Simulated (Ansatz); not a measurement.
# TiIn2Au (element-swapped structure): how the settings move a single-point run

Question: which choices in the input matter for TiIn2Au (element-swapped structure)?

Computed with Ansatz 0.2.0 (reference: DFT PBE, plane waves, PAW, scalar-relativistic, no spin polarisation, unless a step's input says otherwise).

1 further run of the same task is left out (set aside as unsound or not needed).

## (1) Starting point

It takes space group Cmcm (No. 63, orthorhombic). Conventional cell: a = 4.391 Å, b = 10.370 Å, c = 7.068 Å, α = 90.00°, β = 90.00°, γ = 90.00°. Around In (site symmetry m) lie 3 Au at 2.66 to 2.71 Å and 2 In at 2.79 to 2.92 Å. Around Au (site symmetry m2m) lie 6 In at 2.66 to 2.71 Å and 1 Ti at 2.97 Å. Ti (site symmetry m2m) is surrounded by 3 Au at 2.97 to 3.12 Å and 10 In at 3.13 to 3.41 Å.

Coordinates:

```xyz
8
Lattice="4.3910 0.0000 0.0000 2.1955 -5.1850 0.0000 0.0000 0.0000 -7.0681" Properties=species:S:1:pos:R:3 pbc="T T T"
In    2.1955   -1.4141   -6.6980
In    4.3910   -3.7709   -3.1639
In    4.3910   -3.7709   -0.3702
In    2.1955   -1.4141   -3.9042
Au    4.3910   -2.1833   -5.3011
Au    2.1955   -3.0017   -1.7670
Ti    2.1955   -4.3976   -5.3011
Ti    4.3910   -0.7874   -1.7670
```

## (2) The reference run

Input file input.yaml:

```yaml
crystal:
  lattice:
    - [4.39095, 0.0, 0.0]
    - [2.195475, -5.184999, 0.0]
    - [0.0, 0.0, -7.068107]
  atoms:
    - { symbol: In, position: [0.36364, 0.27272, 0.94763] }
    - { symbol: In, position: [0.63636, 0.72728, 0.44763] }
    - { symbol: In, position: [0.63636, 0.72728, 0.05237] }
    - { symbol: In, position: [0.36364, 0.27272, 0.55237] }
    - { symbol: Au, position: [0.78946, 0.42108, 0.75] }
    - { symbol: Au, position: [0.21054, 0.57892, 0.25] }
    - { symbol: Ti, position: [0.07593, 0.84814, 0.75] }
    - { symbol: Ti, position: [0.92407, 0.15186, 0.25] }
  symmetry: { tolerance: 0.0003 }
kpoints:
  mp_grid: { grid: [5, 5, 3], shift: [0, 0, 0] }
magnetization:
  spin_polarized: false
scf:
  occupations: { method: fermi_dirac }
hamiltonian:
  pseudopotentials: { kind: paw }
  xc: pbe
basis:
  ecutwfc: 420
output:
  forces: true
  stress: true
  eigenvalues: true
```

Run with:

```console
$ ansatz run input.yaml --threads 1 --pin off --max-ram 2560MiB --backend cpu --events-out ev --progress --plain --runs-dir out
```

## (3) Changing settings: lower_state_search off

input.yaml, as its differences from that of step 2:

```diff
@@ -21,2 +21,3 @@
   occupations: { method: fermi_dirac }
+  lower_state_search: "off"
 hamiltonian:
```

## (4) Changing settings: xc_grid 4

input.yaml, as its differences from that of step 2:

```diff
@@ -26,2 +26,3 @@
   ecutwfc: 420
+  xc_grid: 4
 output:
@@ -30 +31,5 @@
   eigenvalues: true
+  write_density: true
+  write_potential: true
+  elf: true
+  volumetric_format: npy
```

## (5) Changing settings: chi_scale 0.0, xc pbesol

input.yaml, as its differences from that of step 2:

```diff
@@ -21,5 +21,6 @@
   occupations: { method: fermi_dirac }
+  initial_density: { chi_scale: 0.0 }
 hamiltonian:
   pseudopotentials: { kind: paw }
-  xc: pbe
+  xc: pbesol
 basis:
```

Q: Predict the outcome of this session. Wanted: for each run, ending; energy change; pressure; gap; force.

As calculated:

| run | ending | energy change | pressure (GPa) | gap (eV) | force (eV/Å) | cycles | time |
| --- | --- | --- | --- | --- | --- | --- | --- |
| reference | converged | 0 | 6.3 | 0.00 | 1.60 | 7 | 5.5 s |
| 1: lower_state_search off | converged | 0.0 meV/atom | 6.3 | 0.00 | 1.60 | 7 | 5.8 s |
| 2: xc_grid 4 | converged | 0.0 meV/atom | 6.3 | 0.00 | 1.60 | 7 | 8.4 s |
| 3: chi_scale 0.0, xc pbesol | converged | not comparable | 1.3 | 0.00 | 1.44 | 9 | 6.8 s |

Times don't compare one to one where runs were asked for different outputs or read a saved state (see the inputs); cycles may leave out searches for a lower state.

Residual by cycle in the longest SCF loop of each run; runs are numbered as in the table. The quantity is the density residual dr2, in eV.

| cycle | reference | run 1 | run 2 | run 3 |
| --- | --- | --- | --- | --- |
| 1 | 0.0121 | 0.0121 | 0.0121 | 13.2 |
| 2 | 0.003 | 0.003 | 0.003 | 2.88 |
| 3 | 5.0e-4 | 5.0e-4 | 5.0e-4 | 0.159 |
| 4 | 4.4e-5 | 4.4e-5 | 4.4e-5 | 0.00536 |
| 5 | 4.7e-6 | 4.7e-6 | 4.8e-6 | 7.1e-4 |
| 6 | 1.8e-7 | 1.8e-7 | 1.8e-7 | 8.0e-5 |
| 7 | 1.1e-8 | 1.1e-8 | 1.1e-8 | 4.1e-6 |
| 8 | - | - | - | 1.8e-7 |
| 9 | - | - | - | 1.9e-8 |

**Reading.** Of the converged runs whose energies compare with the reference's, none moves it noticeably. The pressure spans 1.3 to 6.3 GPa over the reference and the converged variants.

The reference is no final answer either: it is run without spin, though an odd electron count or open d shells could carry moments; its mesh is coarse for a cell with so small a gap or none; the cell is far from equilibrium (6 GPa, forces up to 1.6 eV/Å), so its values aren't those of the relaxed material; the structure is made up and not relaxed.
